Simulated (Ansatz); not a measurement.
**TaN: further runs on the relaxed cell**

One table from this session's results is given with a row withheld; the runs are named, their logs left out.

Computed with Ansatz 0.2.0 (DFT PBEsol, scalar-relativistic, plane waves, PAW, unless a step's input says otherwise).

**The system as given**

Symmetry: P6/mmm, No. 191, hexagonal system. Conventional cell: a = 5.205 Å, b = 5.205 Å, c = 2.904 Å, α = 90.00°, β = 90.00°, γ = 120.00°. Around Ta (site symmetry 6/mmm) lie 6 N at 2.60 Å and 2 Ta at 2.90 Å. Ta (site symmetry -6m2) is surrounded by 6 N at 2.09 Å. N (site symmetry mmm) has 6 Ta at 2.09 to 2.60 Å as nearest neighbours.

Structure file:

```cif
data_structure
_symmetry_space_group_name_H-M 'P6/mmm'
_symmetry_Int_Tables_number 191
_cell_length_a 5.2048
_cell_length_b 5.2048
_cell_length_c 2.9036
_cell_angle_alpha 90.000
_cell_angle_beta 90.000
_cell_angle_gamma 120.000
_cell_volume 68.12
loop_
_atom_site_label
_atom_site_type_symbol
_atom_site_symmetry_multiplicity
_atom_site_Wyckoff_symbol
_atom_site_fract_x
_atom_site_fract_y
_atom_site_fract_z
_atom_site_occupancy
Ta1 Ta 1 a 0.00000 0.00000 0.00000 1
Ta2 Ta 2 d 0.33333 0.66667 0.50000 1
N1 N 3 f 0.50000 0.00000 0.00000 1
```

This cell was relaxed beforehand with the same method: volume 11.35 Å³/atom, gap on the mesh none (metal).

Set-up of the first run:

input.yaml

```yaml
crystal:
  lattice:
    - [5.1522126763, 0.0, 0.0]
    - [-2.5761063382, 4.4619470634, 0.0]
    - [0.0, 0.0, 2.8742483097]
  atoms:
    - { symbol: Ta, position: [0.0, 0.0, 0.0] }
    - { symbol: Ta, position: [0.3333333333, 0.6666666667, 0.5] }
    - { symbol: Ta, position: [0.6666666667, 0.3333333333, 0.5] }
    - { symbol: "N", position: [0.5, 0.0, 0.0] }
    - { symbol: "N", position: [0.5, 0.5, 0.0] }
    - { symbol: "N", position: [0.0, 0.5, 0.0] }
basis:
  ecutwfc: 420
kpoints:
  mp_grid: { grid: [12, 12, 12] }
hamiltonian:
  xc: pbesol
scf:
  occupations: { method: gaussian, width: 0.1 }
output:
  forces: true
  stress: true
  eigenvalues: true
relax:
  adjacent_minimum: "off"
  f_tol: 0.01
  max_steps: 30
  cell: { stress_tol: 0.1, fix: [volume] }
```

Command:

```
ansatz run input.yaml --threads 1 --pin off --max-ram 2560MiB --backend cpu --events-out ev --progress --plain --runs-dir out
```

Steps of the session up to this table: The cell scaled to 0.97 of its volume; Point at V/V0 = 1.03; Point at V/V0 = 0.94; Volume × 1.06.

One of the session's tables, all rows but one given; the rest of the session is left out.

It belongs to the step «Energy against volume». 

```
volume (Å³/atom)  energy above the lowest point (meV/atom)  pressure (GPa)
          10.672                                      42.5           21.02
          11.013                                         ?               ?
          11.353                                       0.0            0.03
          11.694                                       9.0           -8.29
          12.034                                      34.3          -15.40
```

Q: Estimate the row for volume (Å³/atom) = 11.013 from the others.

Worked estimate for «energy above the lowest point (meV/atom)». A straight line through the neighbours (10.672, 42.5) and (11.353, 0.0) gives 42.5 + (0.0 − 42.5) × (11.013 − 10.672) / (11.353 − 10.672) = 21.2; a parabola fitted to 3 rows on both sides gives 11.1.

**Answer.** energy above the lowest point (meV/atom): 10.1; pressure (GPa): 9.72. In «energy above the lowest point (meV/atom)» the line misses by +11.1 and the parabola by +1.0.
